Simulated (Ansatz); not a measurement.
Debugging a convergence test of the k-point mesh of CuSe, space group P4/nmm (Ansatz 0.2.0, Python API).

The cells in order, each with its output:

```python
import ansatz as az
from ase import Atoms
import pandas as pd
```

```python
FUNCTIONAL = "pbesol"
ECUT = 450
SMEARING = "fixed"
```

```python
atoms = Atoms(
    ["Cu", "Cu", "Se", "Se"],
    scaled_positions=[
        [0.0, 0.0, 0.0],
        [0.5, 0.5, 0.0],
        [0.5, 0.0, 0.722996],
        [0.0, 0.5, 0.277004],
    ],
    cell=[
        [3.77458, 0.0, 0.0],
        [0.0, 3.77458, 0.0],
        [0.0, 0.0, 5.438343],
    ],
    pbc=True,
)
structure = az.Crystal.from_ase(atoms)

[site.symbol for site in structure.resolved().sites]
```

    ['Cu', 'Cu', 'Se', 'Se']

```python
calc = (
    structure.calculation()
    .functional(FUNCTIONAL)
    .basis(ECUT)
    .occupations(SMEARING)
    .band_table()
)

rows = []
for value in [1.0, 0.6, 0.4, 0.3]:
    rep = calc.kpoints(spacing=value).run(threads=1).report
    rows.append((value, rep["free_energy_ev"] / len(rep["lattice"]["sites"]), rep["n_iterations"], rep["gap_by_band_count_ev"], rep["n_kpoints"]))
```

    RunWarning: iter 1: σ=0 fill of 35 bands saw a band overlap (occupied 10.8679 eV > unoccupied 8.3564 eV) — on an unconverged iterate often a transient of an unconverged empty band; one that stands at the close is told there (band_overlap_at_count); if the run fails to converge, the spectrum is likely genuinely metallic at σ=0 — use a smearing of finite width or the tetrahedron method (which not every kind of run takes: see the entry of scf.occupations.method in the input reference), with at least one empty band (raise scf.n_extra_bands, or leave it out; where the count is already the smallest k-point's plane-wave count, raise basis.ecutwfc first)
    RunWarning: a fill by count may have filled part of one level: at k-index 5 the highest filled band, 8.028491 eV, and the lowest empty band, 8.028491 eV, stand 3.197e-14 eV apart, within the solve's uncertainty, 3.162e-4 eV. If they are one level, whatever splits it, however little, can move the result. A smearing (`scf.occupations.method` with a `width`) well over the split that the run's distortions make, where the deck can take one, can fill the level evenly. On an open shell (a free atom, a radical) an even fill, a smearing's or one that the run's symmetry operations hold, can lie tenths of an eV above a state that splits the level, and an energy difference taken against it is then off by as much. To look for that state on an open shell, re-run with `crystal.symmetry.detect: false`, without `crystal.symmetry.time_reversal: true` (on a non-collinear deck from a starting moment too), where the deck allows it, and compare the energies; that run can end on one of several states, or fail to converge. If the gap is true, a tighter SCF threshold (`scf.convergence.dr2_threshold`, or `saddle.dr2_threshold`, `phonons.dr2_threshold` by `fd` or `hamiltonian.hubbard.lr.dr2_threshold` where [...]
    RunWarning: the bands overlap at the fill by count (35 filled at each k-point of a channel): the highest filled level, 10.800604 eV at k-index 0, stands 3.0076 eV over the lowest empty one, 7.793054 eV at k-index 4, so that a fill of the lowest levels lies lower and no gap is reported. A metal, or a carrier in a host's bands, wants a smearing of finite width or the tetrahedron method (`scf.occupations.method`). A defect's level that its images broaden is meant whole, and this fill is then the right one; a shifted mesh or single k-points narrow the overlap
    Traceback (most recent call last):
      File "<cell 4>", line 11, in <module>
        rep = calc.kpoints(spacing=value).run(threads=1).report
              ~~~~~~~~~~~~~~~~~~~~~~~~~~~~~~~^^^^^^^^^^^
      ...
    ansatz.NonConvergedError: did not converge after 100 iterations: dr2 = 1.67e-2 (threshold 1.00e-7), under the density mixer `msr1`, which `scf.mixing.algorithm: auto` chose by the deck's other keys (type `scf.mixing.algorithm: msr1` to keep it); at k-index 0, counted from 0 in this SCF's own list of k-points, the highest band that the last eigensolve's fill by count filled, 10.785434 eV, and the lowest that it left empty, 10.785434 eV, lay 1.922e-12 eV apart, the closest at any k-point: where those lie closer than the levels still move from one iteration to the next, and no symmetry of the run holds them equal, such a fill need not settle, and opposed starting moments at zero total moment, or else a narrow smearing, may settle it (`scf.occupations.method`, Limitations, in the input reference); raise `scf.max_iter`, which need not help a stalled SCF, or adjust the mixing (`scf.mixing`) or, under a smearing, its width (`scf.occupations.width`, in either direction: another width is another result); this SCF holds its density and magnetisation to the symmetry operations that it keeps, and cannot end on a state that breaks one of them: if the state sought breaks one, re-run with [...]

What is wrong, and how is it mended?

The fault: fixed occupations, though the bands overlap at this level of theory. The correction:

```diff
--- before
+++ after
@@
 ECUT = 450
-SMEARING = "fixed"
+SMEARING = "fermi_dirac"
+WIDTH_EV = 0.1
 
@@
     .basis(ECUT)
-    .occupations(SMEARING)
-    .band_table()
+    .occupations(SMEARING, width=WIDTH_EV)
 )
@@
     rep = calc.kpoints(spacing=value).run(threads=1).report
-    rows.append((value, rep["free_energy_ev"] / len(rep["lattice"]["sites"]), rep["n_iterations"], rep["gap_by_band_count_ev"], rep["n_kpoints"]))
+    rows.append((value, rep["free_energy_ev"] / len(rep["lattice"]["sites"]), rep["n_iterations"], rep["n_kpoints"]))
 
 # %%
-table = pd.DataFrame(rows, columns=["spacing (1/A)", "F/atom (eV)", "iterations", "gap by band count (eV)", "k-points"])
+table = pd.DataFrame(rows, columns=["spacing (1/A)", "F/atom (eV)", "iterations", "k-points"])
 table.round(5)
```

The cells in order, each with its output:

(earlier cells as before)

**Cell 2**
```python
FUNCTIONAL = "pbesol"
ECUT = 450
SMEARING = "fermi_dirac"
WIDTH_EV = 0.1
```

**Cell 3**
```python
atoms = Atoms(
    ["Cu", "Cu", "Se", "Se"],
    scaled_positions=[
        [0.0, 0.0, 0.0],
        [0.5, 0.5, 0.0],
        [0.5, 0.0, 0.722996],
        [0.0, 0.5, 0.277004],
    ],
    cell=[
        [3.77458, 0.0, 0.0],
        [0.0, 3.77458, 0.0],
        [0.0, 0.0, 5.438343],
    ],
    pbc=True,
)
structure = az.Crystal.from_ase(atoms)

[site.symbol for site in structure.resolved().sites]
```
Output:
```text
['Cu', 'Cu', 'Se', 'Se']
```

**Cell 4**
```python
calc = (
    structure.calculation()
    .functional(FUNCTIONAL)
    .basis(ECUT)
    .occupations(SMEARING, width=WIDTH_EV)
)

rows = []
for value in [1.0, 0.6, 0.4, 0.3]:
    rep = calc.kpoints(spacing=value).run(threads=1).report
    rows.append((value, rep["free_energy_ev"] / len(rep["lattice"]["sites"]), rep["n_iterations"], rep["n_kpoints"]))
```

**Cell 5**
```python
table = pd.DataFrame(rows, columns=["spacing (1/A)", "F/atom (eV)", "iterations", "k-points"])
table.round(5)
```
Output:
```text
   spacing (1/A)  F/atom (eV)  iterations  k-points
0            1.0  -6006.41751           9         6
1            0.6  -6006.56701           9         6
2            0.4  -6006.58073           8        12
3            0.3  -6006.57739           8        30
```

**Cell 6**
```python
# differences from the last row
for row in rows[:-1]:
    shift = 1000 * (row[1] - rows[-1][1])
    print(f"{row[0]}: {shift:+.2f} meV/atom" + ("  (within 5 meV)" if abs(shift) < 5 else ""))
```
Output:
```text
1.0: +159.88 meV/atom
0.6: +10.38 meV/atom
0.4: -3.34 meV/atom  (within 5 meV)
```

Notes:
- The structure comes from a database of computed cells and needn't be a stable or known phase.
- Shifts are counted from the finest mesh, which is itself no proven limit.
- Run time: 18 s on 1 thread of Arm Neoverse N1, with other jobs on the host, peak memory 0.49 GiB.

(Lines on the test bed's own set-up are left out of the output.)
